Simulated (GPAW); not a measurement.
TaAs, 4 atoms in the cell. Symmetry: I4_1md, No. 109, tetragonal system. Conventional cell: a = 3.444 Å, b = 3.444 Å, c = 11.736 Å, α = 90.00°, β = 90.00°, γ = 90.00°. Around Ta (site symmetry 2mm) lie 6 As at 2.61 to 2.62 Å. Around As (site symmetry 2mm) lie 6 Ta at 2.61 to 2.62 Å. The cell is a database's computed one.

| Item | Value |
| --- | --- |
| Program | GPAW 26.7.0 |
| Task | equation of state |
| Functional | PBE |
| Potentials or basis | GPAW PAW data sets (gpaw-data 1.2.1) |
| Cutoff | 600 eV |
| Basis | pw |
| k mesh | 7 × 7 × 7 |
| Occupations | fermi-dirac, width 0.05 eV |
| Spin | no spin polarisation |
| Ranks | 4 |
| Maxiter | 150 |
| Eos scales | [0.94, 0.96, 0.98, 1.0, 1.02, 1.04, 1.06] |

Potentials or basis: GPAW PAW data sets (gpaw-data 1.2.1), pw.

Command:

```console
$ OMP_NUM_THREADS=1 mpirun -n 4 gpaw python run.py
```

Hardware: 4 MPI ranks on Arm Neoverse V1, on a shared host.

Problem. Estimate the wall time of this run.

Solution. It took 7.2 min on 4 MPI ranks on Arm Neoverse V1 (shared host), peak memory 0.5 GiB a rank. Counts: scf iterations 70, plane waves 2205, bands 34, k points 64.
